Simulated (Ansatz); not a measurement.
**The molybdenum atom (septet): the correlation ladder, def2-TZVP**

Aim: climb from Hartree-Fock through coupled cluster and multireference methods for the molybdenum atom (septet) at one geometry and basis, and see what each rung misses.

Program: Ansatz 0.2.0, Gaussian basis. Level of theory: def2-TZVP, core rule «outside noble gas», up to 4 orbitals frozen. These are calculated values, not measurements.

Plan: CCSD(T) on UHF; CISD; CCSDT(Q) on ROHF; CCSDT(Q) on UHF; CASSCF and MRCISD+Q, 6 electrons in 6 orbitals; CASSCF and MRCISD+Q(relaxed), 6 electrons in 6 orbitals; CASSCF and NEVPT4(SD), 6 electrons in 6 orbitals; CASSCF and NEVPT2, 6 electrons in 6 orbitals; Full CI.

1 further run of the same task is left out (it didn't finish).

## (1) The atom

A free atom, in its lowest state of this spin that the program finds. No spin-orbit coupling is included. Elements past krypton take def2 core potentials.

1 atom, charge 0, spin multiplicity 7.

## (2) CCSD(T) on UHF

Contents of in.yaml:

```yaml
crystal:
  periodic: [false, false, false]
  atoms:
    - {symbol: Mo, position_ang: [0.000000, 0.000000, 0.000000]}
basis:
  gaussian: {orbitals: def2-TZVP}
magnetization: {spin_polarized: true, initial_magnetization: 6}
correlation: {method: ccsd_t, electrons: outside_noble_gas}
```

The run is started by

```sh
ansatz run in.yaml --threads 1 --pin off --events-out ev --progress --plain --max-ram 3916MiB
```

Further steps of the session: CISD; CCSDT(Q) on ROHF; CCSDT(Q) on UHF; CASSCF and MRCISD+Q, 6 electrons in 6 orbitals; CASSCF and MRCISD+Q(relaxed), 6 electrons in 6 orbitals; CASSCF and NEVPT4(SD), 6 electrons in 6 orbitals; CASSCF and NEVPT2, 6 electrons in 6 orbitals; Full CI.

Before running them: what should the planned runs give, taken together? Wanted: FCI below the UHF energy; UMP2 from FCI; UCCSD(T) from FCI; UCCSDT(Q) from FCI; NEVPT2 valence from FCI; NEVPT4(SD) valence from FCI; MRCISD+Q valence from FCI; effectively unpaired electrons.

The runs gave:

| quantity | value |
| --- | --- |
| FCI below the UHF energy | -1.7897 eV |
| UMP2 from FCI | +162.0 meV |
| UCCSD(T) from FCI | -63.4 meV |
| UCCSDT(Q) from FCI | -69.0 meV |
| NEVPT2 valence from FCI | +512.7 meV |
| NEVPT4(SD) valence from FCI | +58.8 meV |
| MRCISD+Q valence from FCI | +3.8 meV |
| levels within 1 kcal/mol (43 meV) | UCCSD, MRCISD+Q valence, MRCISD+Q(relaxed) valence |
| effectively unpaired electrons | 6.00 |

What this shows: UCCSD(T) misses by -63.4 meV, 3.5 % of the correlation energy. UCCSD, UCCSD(T), UCCSDT, UCCSDT(Q) fall below full CI: unrestricted runs freeze a spin-polarised core, another one than full CI's, and coupled cluster isn't variational. One determinant dominates. Of the multireference levels listed MRCISD+Q valence comes nearest in total energy (+3.8 meV), which doesn't show that its space is the better one. These misses are within one basis, not against nature; the frozen cores of restricted and unrestricted runs differ, which can shift their rows.
